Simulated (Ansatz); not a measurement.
# GaSiH2 (doublet): wave-function methods side by side, cc-pVTZ

How much of the correlation energy of GaSiH2 (doublet) does each wave-function method recover here?

Program: Ansatz 0.2.0, Gaussian basis. Level of theory: cc-pVTZ, core rule «outside noble gas», up to 19 orbitals frozen. These are calculated values, not measurements.

The runs, in order: UHF; CCSD(T) on ROHF; CCSD(T) on UHF; BCCD(T) on ROHF; CCSDT(Q) on ROHF; CCSDT(Q) on UHF.

15 further runs of the same task are left out: 4 for a known fault of the program, 11 set aside as unsound or not needed. Runs told in other sessions of the task aren't counted.

## 1. The geometry

The geometry is a PBE0/def2-TZVP stationary point (not a proven minimum). No spin-orbit coupling is included. The filled d shell of Ga may be among the frozen orbitals whatever the setting's name suggests.

4 atoms, charge 0, spin multiplicity 2.

Atoms are counted from 1 here; the program's logs count them from 0.

Bond lengths: Si1–Ga2 2.397 Å, Ga2–H3 1.578 Å, Ga2–H4 1.578 Å. Angles: Si1–Ga2–H3 121.5°, Si1–Ga2–H4 121.5°, H3–Ga2–H4 117.0°.

## 2. UHF

Contents of in.yaml:

```yaml
crystal:
  periodic: [false, false, false]
  atoms:
    - {symbol: Si, position_ang: [0.000000, 0.000000, 1.739044]}
    - {symbol: Ga, position_ang: [0.000000, 0.000000, -0.657659]}
    - {symbol: H, position_ang: [0.000000, 1.345603, -1.482210]}
    - {symbol: H, position_ang: [0.000000, -1.345603, -1.482210]}
basis:
  gaussian: {orbitals: cc-pVTZ}
magnetization: {spin_polarized: true, initial_magnetization: 1}
hamiltonian: {xc: hf}
output: {orbitals: {seedname: orbitals}}
```

On the command line:

```sh
ansatz run in.yaml --threads 1 --pin off --events-out ev --progress --plain --max-ram 4096MiB --backend cpu
```

Further steps of the session: CCSD(T) on ROHF; CCSD(T) on UHF; BCCD(T) on ROHF; CCSDT(Q) on ROHF; CCSDT(Q) on UHF.

**Question.** What will the summary of the whole plan be? Wanted: UCCSDT(Q) from the RHF energy; RMP2 from UCCSDT(Q); UMP2 from UCCSDT(Q); RCCSD from UCCSDT(Q); RCCSD(T) from UCCSDT(Q); UCCSD(T) from UCCSDT(Q); RCCSDT(Q) from UCCSDT(Q); T1 diagnostic.

As calculated:

| quantity | value |
| --- | --- |
| UCCSDT(Q) from the ROHF energy | -5.4595 eV |
| RMP2 from UCCSDT(Q) | +1224.8 meV |
| UMP2 from UCCSDT(Q) | +1403.1 meV |
| RCCSD from UCCSDT(Q) | +233.2 meV |
| RCCSD(T) from UCCSDT(Q) | +48.5 meV |
| UCCSD(T) from UCCSDT(Q) | +59.4 meV |
| RCCSDT(Q) from UCCSDT(Q) | +0.4 meV |
| levels within 1 kcal/mol (43 meV) | RCCSDT, UCCSDT, RCCSDT(Q) |
| T1 diagnostic | 0.021 |

**Reading.** RCCSD(T) misses by +48.5 meV, 0.9 % of the correlation energy. These misses are within one basis, not against nature; the frozen cores of restricted and unrestricted runs differ, which can shift their rows.
